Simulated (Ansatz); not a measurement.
Run this with Ansatz 0.2.0, Python API and show what comes out.

`ase_relax_wc.py`
```python
import warnings

import ansatz
from ase import Atoms
from ase.calculators.calculator import Calculator, all_changes
from ase.optimize import LBFGS
import numpy as np


class AnsatzEngine(Calculator):
    implemented_properties = ['energy', 'free_energy', 'forces']

    def calculate(self, atoms=None, properties=('energy',), system_changes=all_changes):
        super().calculate(atoms, properties, system_changes)
        bare = self.atoms.copy()
        bare.set_constraint()
        bare.set_momenta(None)
        job = (
            ansatz.Crystal.from_ase(bare).calculation()
            .functional('pbesol')
            .pseudopotentials('paw')
            .basis(420)
            .kpoints(6, 6, 6)
            .occupations('methfessel_paxton', width=0.1)
            .forces()
        )
        report = job.run(threads=1).report
        self.results['energy'] = self.results['free_energy'] = report['lagrangian_ev']
        self.results['forces'] = np.array(report['forces_ev_ang'])


def main() -> None:
    warnings.simplefilter('ignore')
    atoms = Atoms(
        ['W', 'C'],
        cell=[(0.0, 2.192684, 2.192684), (2.192684, 0.0, 2.192684), (2.192684, 2.192684, 0.0)],
        scaled_positions=[
            (0.0, 0.0, 0.0),
            (0.5, 0.5, 0.5),
        ],
        pbc=True,
    )
    atoms.rattle(0.1, seed=94)
    atoms.calc = AnsatzEngine()
    before = atoms.get_potential_energy(), atoms.get_volume()
    optimiser = LBFGS(atoms, logfile=None)


    def tell():
        fmax = np.linalg.norm(atoms.get_forces(), axis=1).max()
        print(f'step {optimiser.nsteps:2d}  E = {atoms.get_potential_energy():.5f} eV  fmax = {fmax:.4f}  V = {atoms.get_volume():.3f} A^3')


    optimiser.attach(tell)
    met = optimiser.run(fmax=0.02, steps=20)
    print('threshold met:', bool(met), ' energy gained:', round(before[0] - atoms.get_potential_energy(), 5), 'eV')
    print('cell lengths and angles:', np.round(atoms.cell.cellpar(), 3))
    print(np.round(atoms.get_scaled_positions(), 4))


if __name__ == '__main__':
    main()
```

```console
$ python ase_relax_wc.py
step  0  E = -10502.05395 eV  fmax = 4.9838  V = 21.084 A^3
step  1  E = -10502.50646 eV  fmax = 2.1567  V = 21.084 A^3
step  2  E = -10502.67238 eV  fmax = 1.0667  V = 21.084 A^3
step  3  E = -10502.74570 eV  fmax = 0.3003  V = 21.084 A^3
step  4  E = -10502.75084 eV  fmax = 0.0997  V = 21.084 A^3
step  5  E = -10502.75109 eV  fmax = 0.0787  V = 21.084 A^3
step  6  E = -10502.75151 eV  fmax = 0.0012  V = 21.084 A^3
threshold met: True  energy gained: 0.69756 eV
cell lengths and angles: [ 3.101  3.101  3.101 60.    60.    60.   ]
[[0.9445 0.0166 0.0404]
 [0.4445 0.5165 0.5404]]
```

Notes:
- Absolute energies stand on the zero of these potentials, so only differences at equal settings mean something. A total without «per atom» is that of the cell as typed.
- Spin is left out of this run.
- The calculator gives ASE the free energy under both names; ASE's own meaning of energy is the limit of zero smearing.
- The mesh is modest for a metal, so energies can be off by several to tens of meV an atom and pressures by half a GPa or more; differences at equal mesh fare better.
- Spin-orbit coupling, which matters for elements this heavy, is left out.
- This cell is a computed structure, which may not be the phase found in nature.
- The script silences warnings, which a real study should read.
- The whole script took 9.7 s on 1 thread of Intel(R) Xeon(R) 6975P-C (Granite Rapids), on a shared host, peak memory 0.49 GiB.
